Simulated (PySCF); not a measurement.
The system is LiK (Lithium Potassium), in a box.

```
Li K
1.0
     9.00000    0.00000    0.00000
     0.00000    9.00000    0.00000
     0.00000    0.00000   13.00000
Li K
1 1
Direct
  0.50234 0.50403 0.37424
  0.50021 0.50236 0.63018
```

The cell isn't the ideal one: atoms moved at random, drawn with an rms of 0.05 Å.

Base run:

- Program: PySCF 2.14.0
- Functional: PBEsol0
- Potentials or basis: def2-svp (all-electron)
- k mesh: 1 × 1 × 1
- Occupations: fixed
- Spin: no spin polarisation

Its results: gap between the frontier levels 2.16 eV.

Problem. The run is repeated on the same cell with these changes: functional from PBEsol0 to TM. What comes out?

Solution. Gap between the frontier levels 1.19 eV.

PBEsol0 gives the wider gap, since exact exchange removes part of the self-interaction.

Caveats: this is a molecule in a periodic box at the Γ point, so its band gap is the HOMO-LUMO gap; the basis of atomic orbitals isn't converged, which shifts pressures, moduli and gaps.

